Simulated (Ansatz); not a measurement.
**OsSb (rocksalt): other levels of theory at one geometry**

Aim: keep the cell of OsSb (rocksalt) fixed and change the level of theory, to see how the gap and the pressure move. The start comes from a prototype table, not from a measured structure.

Method: DFT at several levels, plane waves, PAW, in Ansatz 0.2.0.

1 further run of the same task is left out (it didn't finish). Runs told in other sessions of the task aren't counted.

### 1 Starting point

It takes space group Fm-3m (No. 225, cubic). The conventional cell has a = 5.427 Å, b = 5.427 Å, c = 5.427 Å, α = 90.00°, β = 90.00°, γ = 90.00°. Os (site symmetry m-3m) is surrounded by 6 Sb at 2.71 Å. Sb (site symmetry m-3m) is surrounded by 6 Os at 2.71 Å.

As a file:

```
CELL_PARAMETERS angstrom
0.00000 2.71362 2.71362
2.71362 0.00000 2.71362
2.71362 2.71362 0.00000
ATOMIC_POSITIONS crystal
Os 0.50000 0.50000 0.50000
Sb 0.00000 0.00000 0.00000
```

This cell comes from an earlier session at PBE: 19.982 Å³/atom at -0.11 GPa, on a 12×12×12 mesh, no gap.

Levels to run: PBE+SOC; r²SCAN; PBEsol; LDA. Hardware: 2 threads of Arm Neoverse N1, shared host.

### 2 PBE+SOC

Contents of input.yaml:

```yaml
crystal:
  lattice:
    - [0.0, 2.713616885, 2.713616885]
    - [2.713616885, 0.0, 2.713616885]
    - [2.713616885, 2.713616885, 0.0]
  atoms:
    - { symbol: Os, position: [0.5, 0.5, 0.5] }
    - { symbol: Sb, position: [0.0, 0.0, 0.0] }
basis:
  ecutwfc: 420
  ecutrho_ratio: 4
kpoints:
  mp_grid: { grid: [12, 12, 12] }
hamiltonian:
  xc: pbe
scf:
  occupations: { method: gaussian, width: 0.05 }
output:
  forces: true
  stress: true
  eigenvalues: true
  populations: true
  dos: { projected: true, de: 0.02 }
  write_density: true
  write_potential: true
  elf: true
  volumetric_format: npy
magnetization:
  noncollinear: true
  spin_orbit: true
```

Started as:

```bash
> ansatz run input.yaml --threads 2 --pin off --max-ram 2662MiB --backend cpu --events-out ev --progress --plain --runs-dir out
```

Further steps of the session: r²SCAN; PBEsol; LDA.

**Question.** What will these runs give? Wanted: for each run, pressure.

**Answer**, as computed:

| level | mesh | gap on the mesh (eV) | pressure (GPa) | time |
| --- | --- | --- | --- | --- |
| PBE | 12×12×12 | metal | -0.1 | 20 s* |
| LDA | 12×12×12 | metal | -8.8 | 3.1 s |
| PBEsol | 12×12×12 | metal | -5.9 | 3.1 s |
| PBE+SOC | 12×12×12 | metal | 1.5 | 24 s* |
| r²SCAN | 12×12×12 | metal | -3.4 | 7.5 s |

Times are on 2 threads of Arm Neoverse N1, shared host. * Includes bands or densities of states.

The pressure runs from -8.8 GPa (LDA) to 1.5 GPa (PBE+SOC); a negative pressure means that level wants a smaller cell, a positive one a larger cell. Every level gives a metal. Total energies of different levels have different zeros and can't be compared.
